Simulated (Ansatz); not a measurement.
# CuBiSeO: further runs on the relaxed cell

This session takes CuBiSeO and sets out to fit an equation of state.

Program: Ansatz 0.2.0. Level of theory: DFT LDA, scalar-relativistic, plane waves, PAW. These are calculated values, not measurements.

1 further run of the same task is left out (set aside as unsound or not needed).

## Step 1: The starting structure

It takes space group P4/nmm (No. 129, tetragonal). Conventional cell: a = 3.858 Å, b = 3.858 Å, c = 8.816 Å, α = 90.00°, β = 90.00°, γ = 90.00°. Cu (site symmetry -4m2) has 4 Se at 2.45 Å and 4 Cu at 2.73 Å as nearest neighbours. Bi (site symmetry 4mm) is surrounded by 4 O at 2.30 Å. Around Se (site symmetry 4mm) lie 4 Cu at 2.45 Å. O (site symmetry -4m2) has 4 Bi at 2.30 Å as nearest neighbours.

As a file:

```xyz
8
Lattice="3.8580 0.0000 0.0000 0.0000 3.8580 0.0000 0.0000 0.0000 8.8160" Properties=species:S:1:pos:R:3 pbc="T T T"
Cu    0.0000    0.0000    4.4080
Cu    1.9290    1.9290    4.4080
Bi    0.0000    1.9290    7.5604
Bi    1.9290    0.0000    1.2556
Se    1.9290    0.0000    5.9258
Se    0.0000    1.9290    2.8902
O     1.9290    1.9290    0.0000
O     0.0000    0.0000    0.0000
```

It goes back to an entry of the Materials Project.

It is the result of an earlier relaxation at this level (volume 16.40 Å³/atom; gap on the mesh: 0.34 eV).

## Step 2: Volume × 0.97

Input file input.yaml:

```yaml
crystal:
  lattice:
    - [3.8190139033, 0.0, 0.0]
    - [0.0, 3.8190139033, 0.0]
    - [0.0, 0.0, 8.726950239]
  atoms:
    - { symbol: Cu, position: [0.0, 0.0, 0.5] }
    - { symbol: Cu, position: [0.5, 0.5, 0.5] }
    - { symbol: Bi, position: [0.0, 0.5, 0.8575742954] }
    - { symbol: Bi, position: [0.5, 0.0, 0.1424257046] }
    - { symbol: Se, position: [0.5, 0.0, 0.6721622157] }
    - { symbol: Se, position: [0.0, 0.5, 0.3278377843] }
    - { symbol: O, position: [0.5, 0.5, 0.0] }
    - { symbol: O, position: [0.0, 0.0, 0.0] }
basis:
  ecutwfc: 420
kpoints:
  mp_grid: { grid: [10, 10, 4] }
hamiltonian:
  xc: lda
scf:
  occupations: { method: gaussian, width: 0.01 }
output:
  forces: true
  stress: true
  eigenvalues: true
relax:
  adjacent_minimum: "off"
  f_tol: 0.01
  max_steps: 30
  cell: { stress_tol: 0.1, fix: [volume] }
```

On the command line:

```sh
$ ansatz run input.yaml --threads 2 --pin off --max-ram 5120MiB --backend cpu --events-out ev --progress --plain --runs-dir out
```

## Step 3: The cell scaled to 1.03 of its volume

input.yaml, as its differences from that of step 2:

```diff
@@ -2,5 +2,5 @@
   lattice:
-    - [3.8190139033, 0.0, 0.0]
-    - [0.0, 3.8190139033, 0.0]
-    - [0.0, 0.0, 8.726950239]
+    - [3.8961864914, 0.0, 0.0]
+    - [0.0, 3.8961864914, 0.0]
+    - [0.0, 0.0, 8.9032997766]
   atoms:
```

## Step 4: Point at V/V0 = 0.94

Input file input.yaml:

```yaml
crystal:
  lattice:
    - [3.7946411046, 0.0, 0.0]
    - [0.0, 3.7946411046, 0.0]
    - [0.0, 0.0, 8.5660318384]
  atoms:
    - { symbol: Cu, position: [0.0, 0.0, 0.5] }
    - { symbol: Cu, position: [0.5, 0.5, 0.5] }
    - { symbol: Bi, position: [0.0, 0.5, 0.8552357451] }
    - { symbol: Bi, position: [0.5, 0.0, 0.1447642549] }
    - { symbol: Se, position: [0.5, 0.0, 0.6738765555] }
    - { symbol: Se, position: [0.0, 0.5, 0.3261234445] }
    - { symbol: O, position: [0.5, 0.5, 0.0] }
    - { symbol: O, position: [0.0, 0.0, 0.0] }
basis:
  ecutwfc: 420
kpoints:
  mp_grid: { grid: [10, 10, 4] }
hamiltonian:
  xc: lda
scf:
  occupations: { method: gaussian, width: 0.01 }
output:
  forces: true
  stress: true
  eigenvalues: true
relax:
  adjacent_minimum: "off"
  f_tol: 0.01
  max_steps: 30
  cell: { stress_tol: 0.1, fix: [volume] }
```

## Step 5: Volume × 1.06

Input file input.yaml:

```yaml
crystal:
  lattice:
    - [3.9207683024, 0.0, 0.0]
    - [0.0, 3.9207683024, 0.0]
    - [0.0, 0.0, 9.0480866834]
  atoms:
    - { symbol: Cu, position: [0.0, 0.0, 0.5] }
    - { symbol: Cu, position: [0.5, 0.5, 0.5] }
    - { symbol: Bi, position: [0.0, 0.5, 0.8598178855] }
    - { symbol: Bi, position: [0.5, 0.0, 0.1401821145] }
    - { symbol: Se, position: [0.5, 0.0, 0.6703536486] }
    - { symbol: Se, position: [0.0, 0.5, 0.3296463514] }
    - { symbol: O, position: [0.5, 0.5, 0.0] }
    - { symbol: O, position: [0.0, 0.0, 0.0] }
basis:
  ecutwfc: 420
kpoints:
  mp_grid: { grid: [10, 10, 4] }
hamiltonian:
  xc: lda
scf:
  occupations: { method: gaussian, width: 0.01 }
output:
  forces: true
  stress: true
  eigenvalues: true
relax:
  adjacent_minimum: "off"
  f_tol: 0.01
  max_steps: 30
  cell: { stress_tol: 0.1, fix: [volume] }
```

## Step 6: Volume × 0.91

Input file input.yaml:

```yaml
crystal:
  lattice:
    - [3.7692028177, 0.0, 0.0]
    - [0.0, 3.7692028177, 0.0]
    - [0.0, 0.0, 8.404959447]
  atoms:
    - { symbol: Cu, position: [0.0, 0.0, 0.5] }
    - { symbol: Cu, position: [0.5, 0.5, 0.5] }
    - { symbol: Bi, position: [0.0, 0.5, 0.8529220981] }
    - { symbol: Bi, position: [0.5, 0.0, 0.1470779019] }
    - { symbol: Se, position: [0.5, 0.0, 0.6756221967] }
    - { symbol: Se, position: [0.0, 0.5, 0.3243778033] }
    - { symbol: O, position: [0.5, 0.5, 0.0] }
    - { symbol: O, position: [0.0, 0.0, 0.0] }
basis:
  ecutwfc: 420
kpoints:
  mp_grid: { grid: [10, 10, 4] }
hamiltonian:
  xc: lda
scf:
  occupations: { method: gaussian, width: 0.01 }
output:
  forces: true
  stress: true
  eigenvalues: true
relax:
  adjacent_minimum: "off"
  f_tol: 0.01
  max_steps: 30
  cell: { stress_tol: 0.1, fix: [volume] }
```

## Step 7: Point at V/V0 = 1.10

Input file input.yaml:

```yaml
crystal:
  lattice:
    - [3.9574751396, 0.0, 0.0]
    - [0.0, 3.9574751396, 0.0]
    - [0.0, 0.0, 9.2161500864]
  atoms:
    - { symbol: Cu, position: [0.0, 0.0, 0.5] }
    - { symbol: Cu, position: [0.5, 0.5, 0.5] }
    - { symbol: Bi, position: [0.0, 0.5, 0.862060654] }
    - { symbol: Bi, position: [0.5, 0.0, 0.137939346] }
    - { symbol: Se, position: [0.5, 0.0, 0.6684589939] }
    - { symbol: Se, position: [0.0, 0.5, 0.3315410061] }
    - { symbol: O, position: [0.5, 0.5, 0.0] }
    - { symbol: O, position: [0.0, 0.0, 0.0] }
basis:
  ecutwfc: 420
kpoints:
  mp_grid: { grid: [10, 10, 4] }
hamiltonian:
  xc: lda
scf:
  occupations: { method: gaussian, width: 0.01 }
output:
  forces: true
  stress: true
  eigenvalues: true
relax:
  adjacent_minimum: "off"
  f_tol: 0.01
  max_steps: 30
  cell: { stress_tol: 0.1, fix: [volume] }
```

## Step 8: Point at V/V0 = 0.88

Input file input.yaml:

```yaml
crystal:
  lattice:
    - [3.7443102608, 0.0, 0.0]
    - [0.0, 3.7443102608, 0.0]
    - [0.0, 0.0, 8.2363019588]
  atoms:
    - { symbol: Cu, position: [0.0, 0.0, 0.5] }
    - { symbol: Cu, position: [0.5, 0.5, 0.5] }
    - { symbol: Bi, position: [0.0, 0.5, 0.8505635559] }
    - { symbol: Bi, position: [0.5, 0.0, 0.1494364441] }
    - { symbol: Se, position: [0.5, 0.0, 0.6774005454] }
    - { symbol: Se, position: [0.0, 0.5, 0.3225994546] }
    - { symbol: O, position: [0.5, 0.5, 0.0] }
    - { symbol: O, position: [0.0, 0.0, 0.0] }
basis:
  ecutwfc: 420
kpoints:
  mp_grid: { grid: [10, 10, 4] }
hamiltonian:
  xc: lda
scf:
  occupations: { method: gaussian, width: 0.01 }
output:
  forces: true
  stress: true
  eigenvalues: true
relax:
  adjacent_minimum: "off"
  f_tol: 0.01
  max_steps: 30
  cell: { stress_tol: 0.1, fix: [volume] }
```

(Steps that only read results are left out.)

Before running it: what results should come out? Wanted: equilibrium volume of the fit; bulk modulus.

The runs gave:

| quantity | value |
| --- | --- |
| equilibrium volume of the fit | 16.40 Å³/atom |
| bulk modulus | 92 GPa |
| its pressure derivative | 5.0 |

**Reading.** The fit puts the minimum at 16.40 Å³/atom with B = 92 GPa and B' = 5.0. The gap on the mesh closes on expansion. These runs have no spin-orbit coupling; with Bi it would split and shift bands. The final runs have no spin polarisation, so no magnetic state was tried and one may lie lower.
